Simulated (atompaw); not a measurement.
**Sn: generating and testing a PAW (atompaw) potential**

Task: generate the file, and judge it by its logarithmic derivatives, its ghosts and its cutoff.

The numbers are computed with atompaw 4.2.0.5 (PBEsol, scalar-relativistic, spin-unpolarised reference atom).

### 1 The atom and the settings

The settings as typed:

```json
{"element": "tin (Sn, Z = 50)", "type": "PAW", "frozen core": "[Kr]", "valence charge": "14", "reference configuration": "4d10 5s2 5p2", "partial waves": "5s (bound): rc 2.40 bohr; 5s channel at -0.2 Ry: rc 2.40 bohr; 5p (bound): rc 2.40 bohr; 5p channel at 1.5 Ry: rc 2.40 bohr; 4d (bound): rc 1.00 bohr; 4d channel at -1.05 Ry: rc 1.00 bohr", "local potential": "troulliermartins scheme with l = 3 at 0 Ry, radius 1.70 bohr", "core correction": "smooth core density matched at 2.30 bohr", "augmentation charge": "besselshape compensation charge, radius 1.80 bohr; PAW radius 2.40 bohr; waves and projectors: custom rrkj gramschmidtortho"}
```

### 2 Generation

Input file Sn.input:

```
Sn 50
GGA-PBESOL scalarrelativistic loggrid 1500 logderivrange -4 5 226
5 5 4 0 0 0
5 1 2
0 0 0
c
c
c
c
v
c
c
c
v
c
v
2
2.40 1.80 1.70 2.30
y
-0.2
n
y
1.5
n
y
-1.05
n
custom rrkj gramschmidtortho besselshape
3 0 troulliermartins
2.40
2.40
2.40
2.40
1.00
1.00
PWSCFOUT
UPFDX 0.0125d0 UPFXMIN -7.d0 UPFZMESH 50.d0
END
```

The run is started by

```console
$ atompaw < Sn.input > Sn.log
```

Before running it: what results should come out? Wanted: cutoffs for 10 and 1 mRy, occupied levels; bound ghosts; largest phase difference near zero energy, channels read; lowest eigenvalue of the overlap; share of valence orbitals outside the PAW sphere; UPF file.

The runs gave:

| quantity | value |
| --- | --- |
| cutoffs for 10 and 1 mRy, occupied levels | 110 Ry and 200 Ry |
| bound ghosts | s at -6730.62 eV, p at -76.88 eV |
| largest phase difference near zero energy, channels read | 0.000 rad |
| lowest eigenvalue of the overlap (Bessel basis) | 0.005 (s) |
| share of valence orbitals outside the PAW sphere | 5s 44 %, 5p 72 %, 4d 2 % |
| UPF file | not written |

**Reading.** It has a bound ghost (s, p), a state that the atom doesn't have, and that rules the file out. The overlap operator is nearly singular (0.005). By its cutoff, 110 Ry for the looser tolerance, it is hard. The slowest occupied level is 4d: taken alone it needs 110 Ry to come within 1 mRy, against 6 Ry or less for 5s. Near zero energy the phases of the channels with partial waves agree within 0.001 rad. The pseudo core plus compensation charge is negative at some radii, so no UPF file was written. All of this concerns the isolated atom, not yet a solid.
